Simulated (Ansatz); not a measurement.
# BBrFH, SMILES FBBr: the interaction energy of a dimer with the counterpoise correction

Computed with the Ansatz DFT code, driven from Python.

Run as a notebook:

```python
import ansatz
import numpy as np
```

```python
FIRST = [
    ("F", (1.2337, -0.3415, -0.8077)),
    ("B", (0.0513, -0.1447, 0.0653)),
    ("Br", (-1.213, 1.4168, -0.1659)),
    ("H", (-0.0721, -0.9305, 0.9084)),
]
SECOND = [
    ("F", (-3.5806, -1.9031, 4.3018)),
    ("B", (-2.2487, -2.1456, 3.6967)),
    ("Br", (-2.0311, -2.9309, 1.8457)),
    ("H", (-1.3465, -1.8853, 4.3762)),
]
```

```python
def energy(atoms, ghosts=()):
    molecule = ansatz.Crystal.molecule()
    for symbol, xyz in atoms:
        molecule = molecule.atom(symbol, xyz)
    calc = (
        molecule.calculation()
        .basis(gaussian="def2-SVP")
        .functional("pbe")
    )
    deck = calc.input()
    if ghosts:
        deck = deck.set(ansatz.key.basis.gaussian.ghost_atoms, [{"symbol": s, "position_ang": list(xyz)} for s, xyz in ghosts])
    return ansatz.Session.from_dict(deck).plan().execute().report["free_energy_ev"]

# monomers in their own basis and in the basis of the dimer
direction = np.array([-0.4815, -0.4636, 0.7437])
print("shift (A)   counterpoise-corrected interaction (eV)")
for shift in (-0.3, 0.0, 0.4, 1.0, 2.0):
    moved = [(s, tuple(np.round(np.array(xyz) + shift * direction, 4))) for s, xyz in SECOND]
    gain = energy(FIRST + moved) - energy(FIRST, moved) - energy(moved, FIRST)
    print(f"{shift:8.2f} {gain:14.3f}")
```

    shift (A)   counterpoise-corrected interaction (eV)
       -0.30          0.074
        0.00          0.019
        0.40         -0.004
        1.00         -0.006
        2.00         -0.001

Notes:
- The dimer is a generated trial pose of unrelaxed monomers, not a minimum, so the figure is no binding energy, and the basis set is small.
- This level lacks the dispersion part of the attraction (electrostatics and induction are there), which can decide the sign where the interaction is weak.
- Timing: 43 s on 1 thread of Arm Neoverse V2, with other jobs on the host, peak memory 0.24 GiB.

(Lines on the test bed's own set-up are left out of the output.)
